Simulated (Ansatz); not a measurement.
# BiCl3 in a box, plane waves

Ansatz 0.2.0, DFT PBE, spin-orbit coupling, plane waves, PAW, molecule in a box. The geometry was relaxed with Gaussian bases (r2SCAN; Bi def2-SVP with ECP60, Cl def2-SVP).

```yaml
crystal:
  lattice:
    - [12.26, 0.0, 0.0]
    - [0.0, 12.77, 0.0]
    - [0.0, 0.0, 10.17]
  atoms:
    - { symbol: Bi, position: [0.45573409, 0.49985904, 0.5576175] }
    - { symbol: Cl, position: [0.63310277, 0.49985748, 0.44247788] }
    - { symbol: Cl, position: [0.36705057, 0.64733203, 0.44247788] }
    - { symbol: Cl, position: [0.36704731, 0.35238841, 0.44247788] }
basis:
  ecutwfc: 420
  ecutrho_ratio: 4
kpoints:
  mp_grid: { grid: [1, 1, 1] }
hamiltonian:
  xc: pbe
scf:
  occupations: { method: gaussian, width: 0.01 }
output:
  forces: true
  eigenvalues: true
  populations: true
  write_density: true
  write_potential: true
  elf: true
  volumetric_format: npy
magnetization:
  noncollinear: true
  spin_orbit: true
```

Command:
```sh
ansatz run input.yaml --threads 2 --pin off --max-ram 5120MiB --backend cpu --events-out ev --progress --plain --runs-dir out
```
It took 14 s on 2 threads of Intel(R) Xeon(R) CPU @ 2.60GHz (Ice Lake), with other jobs on the host, peak memory 2 GiB.

How does the SCF go?


```
SCF iter   1: F=—  HF=-15681.333983 eV  |F-HF|=—  |Δ(HF+E_count)|=         —  Δρ=1.02e-2
preconditioner: auto → Resta (q_TF=auto, 1.451 Å⁻¹)  ε∞=1.3  [insulator: Δε(μ)=4.397 eV  Ē_g=7.562 eV  σ=0.010 eV  W_gap=1.00  n_s
spin=Noncollinear: Resta preconditioning applied to the charge; magnetization (m_x, m_y, m_z) channels mix plain (no charge-respon
SCF iter   2: F=—  HF=-15680.065200 eV  |F-HF|=—  |Δ(HF+E_count)|=    1.27e0  Δρ=5.01e-3
SCF iter   3: F=—  HF=-15679.950684 eV  |F-HF|=—  |Δ(HF+E_count)|=   1.15e-1  Δρ=2.74e-3
SCF iter   4: F=—  HF=-15679.939453 eV  |F-HF|=—  |Δ(HF+E_count)|=   1.12e-2  Δρ=4.57e-4
SCF iter   5: F=—  HF=-15679.940041 eV  |F-HF|=—  |Δ(HF+E_count)|=   5.88e-4  Δρ=9.51e-5
SCF iter   6: F=—  HF=-15679.940069 eV  |F-HF|=—  |Δ(HF+E_count)|=   2.87e-5  Δρ=4.29e-5
SCF iter   7: F=—  HF=-15679.940179 eV  |F-HF|=—  |Δ(HF+E_count)|=   1.10e-4  Δρ=7.88e-6
SCF iter   8: F=-15679.940179 eV  HF=-15679.940179 eV  |F-HF|=2.41e-8  |Δ(HF+E_count)|=   2.65e-7  Δρ=2.21e-6
```

Which levels lie next to the highest filled one (eV, counted from it)?

Filled: -0.48, -0.48, -0.22, -0.22, -0.17, -0.17, -0.08, -0.08, 0.00, 0.00. Empty: 3.61, 3.61, 4.88, 4.88, 5.18, 5.18, 6.90, 6.90.

What forces are left at this geometry, relaxed with Gaussian bases (eV/Å)?


```
Bi   0.00  0.00 -0.11
Cl  -0.12  0.00  0.04
Cl   0.06 -0.10  0.04
Cl   0.06  0.10  0.04
```

The highest of the empty levels listed lie near the vacuum level and may be states of the box.

The forces come from the other functional as well as from the basis.

No frequency check is given that shows the relaxed geometry to be a minimum.
